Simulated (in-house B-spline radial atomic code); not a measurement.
# Re⁴⁺: ionisation energy by several methods

An exercise on one series of results from a longer session: the logs are not shown, and one member is left open.

Program: in-house B-spline radial atomic code version 1. Level of theory: non-relativistic, several functionals, spin-polarised, exact exchange averaged over the configuration; spherical all-electron atom at the radial basis limit. These are calculated values, not measurements, unless marked.

### Starting point

```
element       : rhenium (Z = 75)
charge        : +4
electrons     : 71
configuration : [Xe] 4f14 5d3
nucleus       : point
```

The outer shells:

[Xe] 4f14 5d3
```
[Xe] core
4f [↑↓][↑↓][↑↓][↑↓][↑↓][↑↓][↑↓]
5d [↑ ][↑ ][↑ ][  ][  ]
```

Where spins are not typed, each open shell is filled with up spins first.

Set-up of the first run:

The run's settings:

```ini
Z = 75
electrons = 71.0
configuration = [Xe] 4f14 5d3
hamiltonian = nr
method = r2scan0
spin_polarised = True
exact_exchange = averaged over the configuration
```

Launch:

```bash
$ python run_scf.py task.json out
```

One command runs all members of the session, one after another, from task.json.

Among the steps run: r2SCAN0, a global hybrid; PBE0, a global hybrid; ωB97X, a range-separated hybrid; HSE06, a range-separated hybrid; LC-ωPBE, a range-separated hybrid; B3LYP, a global hybrid.

One table of the session follows, with a row left open; its other results are not shown here.

```
 method  ΔSCF (eV)
r2SCAN0     54.954
   PBE0     54.864
  B3LYP     54.801
  ωB97X     54.441
  HSE06     54.824
LC-ωPBE          ?
```

Q: Estimate the row for LC-ωPBE from the others.

The run gave: ΔSCF (eV): 54.788. In the column «ΔSCF (eV)» it lies between ωB97X (54.441) and B3LYP (54.801).

Caveats from the session: These runs leave out relativity, which matters at this nuclear charge.
